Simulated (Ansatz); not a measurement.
Crystal: TiOs3.

```
Os Ti
1.0
     3.88773    0.00000    0.00000
     0.00000    3.88773    0.00000
     0.00000    0.00000    3.88773
Os Ti
3 1
Direct
  0.00000 0.50000 0.50000
  0.50000 0.00000 0.50000
  0.50000 0.50000 0.00000
  0.00000 0.00000 0.00000
```

The cell comes from a database or a generator and needn't be the stable form of this composition.

* Program: Ansatz 0.2.0
* Task: single point
* Functional: PBE
* Potentials or basis: Ansatz PAW
* Cutoff: 420 eV (not typed: the program's choice for these potentials)
* k mesh: 7 × 7 × 7
* Occupations: fermi-dirac, width 0.05 eV
* Spin: no spin polarisation

On this cell: pressure -1.2 GPa; largest force zero by symmetry; band gap on the k mesh none (metal or under the smearing width).

The same run follows on a disturbed copy (atoms moved at random, drawn with an rms of 0.05 Å):

```
Os Ti
1.0
     3.88773    0.00000    0.00000
     0.00000    3.88773    0.00000
     0.00000    0.00000    3.88773
Os Ti
3 1
Direct
  0.00225 0.50350 0.49111
  0.49857 0.99214 0.50577
  0.49147 0.49656 0.99815
  0.00438 0.99580 0.00219
```

What does the disturbed cell give?

The energy (extrapolated to zero smearing) moves by +5.3 meV/atom; pressure -0.8 GPa; largest force 0.443 eV/Å; band gap on the k mesh none (metal or under the smearing width).

Forces on the atoms (eV/Å):
```
Os  -0.198 -0.276  0.266
Os   0.196  0.176 -0.119
Os   0.377 -0.099 -0.021
Ti  -0.375  0.199 -0.127
```

Stress tensor (GPa, compression positive):
```
-0.89  0.08 -0.17
 0.08 -0.79 -0.14
-0.17 -0.14 -0.75
```
